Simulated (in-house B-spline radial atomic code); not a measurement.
**Pr¹⁰⁺: ionisation energy by several methods**

One table from this session's results is given with a row withheld; the runs are named, their logs left out.

Method: non-relativistic, several functionals, spin-polarised, exact exchange averaged over the configuration; spherical all-electron atom at the radial basis limit. Code: in-house B-spline radial atomic code version 1.

### The system

```
element       : praseodymium (Z = 59)
charge        : +10
electrons     : 49
configuration : [Kr] 4d10 5s2 5p1
nucleus       : point
```

The outer shells:

[Kr] 4d10 5s2 5p1
```
[Kr] core
4d [↑↓][↑↓][↑↓][↑↓][↑↓]
5s [↑↓]
5p [↑ ][  ][  ]
```

Where spins are not typed, each open shell is filled with up spins first.

Set-up of the first run:

The run's settings:

```ini
Z = 59
electrons = 49.0
configuration = [Kr] 4d10 5s2 5p1
hamiltonian = nr
method = bhandhlyp
spin_polarised = True
exact_exchange = averaged over the configuration
```

On the command line:

```
> python run_scf.py task.json out
```

The settings of every run stand in task.json; they run in order.

Steps of the session up to this table: BHandHLYP, a global hybrid; B3LYP, a global hybrid; r2SCAN0, a global hybrid; M06-2X, a global hybrid; HSE06, a range-separated hybrid.

One table of the session follows, with a row left open; its other results are not shown here.

| method | ΔSCF (eV) |
| --- | --- |
| BHandHLYP | 158.00 |
| B3LYP | 158.30 |
| r2SCAN0 | 157.72 |
| M06-2X | 157.52 |
| HSE06 | ? |

Q: Estimate the row for HSE06 from the others.

**Answer.** ΔSCF (eV): 158.03. In the column «ΔSCF (eV)» it lies between BHandHLYP (158.00) and B3LYP (158.30).

To keep in mind: These runs leave out relativity, which matters at this nuclear charge.
